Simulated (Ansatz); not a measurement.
# CH3F2In: an energy map over angle H5–C2–In4 and angle H6–In4–C2

How does the energy of CH3F2In, SMILES F[CH](F)[InH2] change over two coordinates at once? A grid of runs gives the map.

Method: RHF/def2-TZVP; program: Ansatz 0.2.0.

### Step 1. Where the work starts

SMILES `F[CH](F)[InH2]`, 7 atoms, charge 0, spin multiplicity 1.

Atoms are counted from 1 here; the program's logs count them from 0.

Bond lengths: F1–C2 1.379 Å, C2–F3 1.375 Å, C2–In4 2.247 Å, C2–H5 1.117 Å, In4–H6 1.748 Å, In4–H7 1.747 Å. Angles: F1–C2–F3 107.9°, F1–C2–In4 108.1°, F1–C2–H5 107.3°, F3–C2–In4 110.0°, F3–C2–H5 107.3°, In4–C2–H5 115.9°, C2–In4–H6 118.4°, C2–In4–H7 118.5°, H6–In4–H7 123.1°.

Geometry (Å):

```mol
CH3F2In
  3D, bonds by distance, orders not assigned

  7  6  0  0  0  0  0  0  0  0999 V2000
   -0.1464   -1.3101    1.3927 F   0  0
    0.6340   -0.4910    0.6044 C   0  0
    1.4423   -1.2921   -0.1674 F   0  0
   -0.7282    0.7188   -0.7101 In  0  0
    1.2980    0.0927    1.2870 H   0  0
   -2.1812    1.3900   -0.0067 H   0  0
   -0.3186    0.8916   -2.4000 H   0  0
  1  2  8  0
  2  3  8  0
  2  4  8  0
  2  5  8  0
  4  6  8  0
  4  7  8  0
M  END
```

This geometry comes from a loose relaxation at PBE in a small basis, which is not shown.

### Step 3. Setting up the map

The axes are (1) angle H5–C2–In4: 15 values from 72.0 to 162.0 °; (2) angle H6–In4–C2: 15 values from 93.3 to 143.3 °.

Nothing else is relaxed (all other coordinates rigid). Energies count from the relaxed molecule at the same level.

(The set-up runs are not shown.)

### Step 4. The run at angle H5–C2–In4 = 117.0°, angle H6–In4–C2 = 118.3°

Contents of input.yaml:

```yaml
crystal:
  periodic: [false, false, false]
  atoms:
    - { symbol: F, position_ang: [0.121333, -1.779109, 0.686409] }
    - { symbol: C, position_ang: [0.572388, -0.501284, 0.625048] }
    - { symbol: F, position_ang: [1.822797, -0.563236, 0.102656] }
    - { symbol: In, position_ang: [-0.746724, 0.709957, -0.698413] }
    - { symbol: H, position_ang: [0.683667, -0.165794, 1.647687] }
    - { symbol: H, position_ang: [-1.516175, 2.110456, -0.031095] }
    - { symbol: H, position_ang: [-0.937851, 0.189516, -2.332868] }
basis:
  gaussian: { orbitals: def2-TZVP }
hamiltonian:
  xc: hf
output:
  forces: true
```

Run with:

```
> ansatz run input.yaml --threads 1 --pin off --max-ram 2560MiB --backend cpu --events-out ev --progress --plain --runs-dir out
```

The session goes on with these runs: the other points that were computed.

Q: Predict the outcome of this session. Wanted: lowest point; highest computed point; dipole moment.

**Answer**, as computed:

```
               quantity                                                                                                                                              value
           lowest point                                                                                   angle H5–C2–In4 = 117.0°, angle H6–In4–C2 = 118.3°, 0.0 kcal/mol
 highest computed point                                                                  angle H5–C2–In4 = 162.0°, angle H6–In4–C2 = 93.3°, 64.7 kcal/mol above the lowest
      dipole moment (D)  2.21 at angle H5–C2–In4 = 162.0°, angle H6–In4–C2 = 136.1° to 3.64 at angle H5–C2–In4 = 162.0°, angle H6–In4–C2 = 93.3°; 2.29 at the lowest point
time for the whole task                                                                                                                    20 min on 1 thread, shared host
```

In words: The lowest computed point is at angle H5–C2–In4 = 117.0°, angle H6–In4–C2 = 118.3°, 0.0 kcal/mol from the relaxed molecule at the same level. No other kind of well shows on this grid. The highest computed point, angle H5–C2–In4 = 162.0°, angle H6–In4–C2 = 93.3°, lies 64.7 kcal/mol above the lowest. Round the minimum the two coordinates are nearly uncoupled.
